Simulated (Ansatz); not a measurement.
# CH4ClFSn: small, medium and large basis sets

Aim: see how fast density functionals converge with the basis set for CH4ClFSn.

Method: one geometry, several basis sets; program: Ansatz 0.2.0, Gaussian basis.

Plan: PBE0-D4/def2-SVP; ωB97M-V/def2-SVP; PBE0-D4/def2-QZVPP; ωB97M-V/def2-QZVPP; the functionals' def2-TZVPP values are taken from earlier runs.

## (1) Structure used throughout

An earlier PBE0-D4 in a triple-zeta def2 set relaxation fixed the geometry. Sn takes the def2 core potential; no spin-orbit term is included.

SMILES `[CH3][SnH]([F])[Cl]`, 8 atoms, charge 0, spin multiplicity 1.

Atoms are counted from 1 here; the program's logs count them from 0.

Bond lengths: C1–Sn2 2.114 Å, C1–H5 1.089 Å, C1–H6 1.090 Å, C1–H7 1.089 Å, Sn2–F3 1.919 Å, Sn2–Cl4 2.320 Å, Sn2–H8 1.699 Å. Angles: Sn2–C1–H5 108.0°, Sn2–C1–H6 109.5°, Sn2–C1–H7 109.8°, H5–C1–H6 109.8°, H5–C1–H7 109.7°, H6–C1–H7 109.9°, C1–Sn2–F3 105.9°, C1–Sn2–Cl4 109.0°, C1–Sn2–H8 122.6°, F3–Sn2–Cl4 104.5°, F3–Sn2–H8 105.4°, Cl4–Sn2–H8 108.0°.

## (2) PBE0-D4 in def2-SVP

Input file in.yaml:

```yaml
crystal:
  periodic: [false, false, false]
  atoms:
    - {symbol: C, position_ang: [-0.274081, 1.144825, 0.187290]}
    - {symbol: Sn, position_ang: [0.291330, -0.825624, -0.328324]}
    - {symbol: F, position_ang: [1.796050, -1.250305, 0.784168]}
    - {symbol: Cl, position_ang: [-1.370120, -2.291780, 0.359074]}
    - {symbol: H, position_ang: [-0.471735, 1.169486, 1.258052]}
    - {symbol: H, position_ang: [0.536400, 1.831718, -0.054551]}
    - {symbol: H, position_ang: [-1.174024, 1.424959, -0.359030]}
    - {symbol: H, position_ang: [0.758382, -1.260479, -1.902480]}
basis:
  gaussian: {orbitals: def2-SVP}
hamiltonian: {xc: pbe0, dispersion: d4}
output: {orbitals: {seedname: orbitals}}
```

Started as:

```sh
> ansatz run in.yaml --threads 4 --pin off --events-out ev --progress --plain --max-ram 10444MiB
```

Further steps of the session: ωB97M-V in def2-SVP; PBE0-D4 in def2-QZVPP; ωB97M-V in def2-QZVPP.

**Question.** What will the summary of the whole plan be? Wanted: PBE0-D4: double and triple zeta above quadruple; ωB97M-V: double and triple zeta above quadruple.

The runs gave:

| quantity | value |
| --- | --- |
| PBE0-D4: double and triple zeta above quadruple | 10.13, 0.67 eV |
| ωB97M-V: double and triple zeta above quadruple | 10.25, 0.65 eV |

PBE0-D4 gains 9.46 eV from double to triple zeta, then 0.67 eV more. Total energies overstate the basis error of differences, where much of it tends to cancel. The LUMO of ωB97M-V is positive and keeps falling with the basis (1.55 to 0.83 eV): an unbound level that the basis holds in place.
